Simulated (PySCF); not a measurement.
# The bond of MgSn+, level by level

An exercise on one series of results from a longer session: the logs are not shown, and one member is left open.

Program: PySCF 2.14.0. Level of theory: Mg def2-SVPD, Sn def2-SVPD with ECP28, scalar-relativistic core potentials. These are calculated values, not measurements.

The first run:

Settings of the job:

| Property | Result |
| --- | --- |
| atoms | Mg, Sn |
| charge | 1 |
| basis | Mg def2-SVPD, Sn def2-SVPD with ECP28 |
| Hamiltonian | scalar-relativistic core potentials |
| basis functions | 53 |
| electrons treated | 33 |
| masses in u | 23.9850, 119.9022 |
| levels | PBE0, PBE, r²SCAN, BLYP, BP86, B97-3, HSE06, HF, MP2, SCS-MP2, CCSD, CCSD(T) |
| grid | 80 radial by 434 angular points |
| occupations | held fixed by the projection of orbital angular momentum |
| dissociation limit | Mg + Sn+, each in its ground configuration |
| starting distance in angstrom | 2.805 |
| values of 2S to try | 1, 3 |

Started as:

```console
OMP_NUM_THREADS=1 python dia.py task.json out
```

Among the steps run: Input; The PBE0 curve of the state that the search chose; Higher solutions at PBE0; PBE (GGA); r²SCAN; BLYP; BP86; B97-3 (global hybrid GGA); HSE06; UHF; MP2 and coupled cluster.

One table of the session follows, with a row left open; its other results are not shown here.

It belongs to the step «The curves together». Energy (eV) from each level's lowest point:

```
R (Å)    UHF  UHF-MP2  UHF-SCS-MP2  UHF-CCSD  UHF-CCSD(T)
2.547  0.405    0.518        0.573       n/a          n/a
2.666  0.259    0.204        0.232     0.219        0.213
2.784  0.109    0.068        0.085     0.080        0.077
2.873  0.045    0.018        0.027     0.025        0.023
2.962      ?        ?            ?         ?            ?
3.051  0.000    0.006        0.000     0.000        0.001
3.169  0.013    0.039        0.024     0.026        0.028
3.317  0.058    0.109        0.083     0.088        0.092
3.495  0.137    0.216        0.179     0.187        0.193
3.732  0.264    0.375        0.324       n/a          n/a
```

Q: Estimate the row for R (Å) = 2.962 from the others.

Worked estimate for «UHF». A straight line through the neighbours (2.873, 0.045) and (3.051, 0.000) gives 0.045 + (0.000 − 0.045) × (2.962 − 2.873) / (3.051 − 2.873) = 0.022; a parabola fitted to 4 rows on both sides gives 0.011.

The run gave: UHF: 0.011; UHF-MP2: 0.000; UHF-SCS-MP2: 0.002; UHF-CCSD: 0.001; UHF-CCSD(T): 0.000. In «UHF» the line misses by +0.011 and the parabola by 0.000.
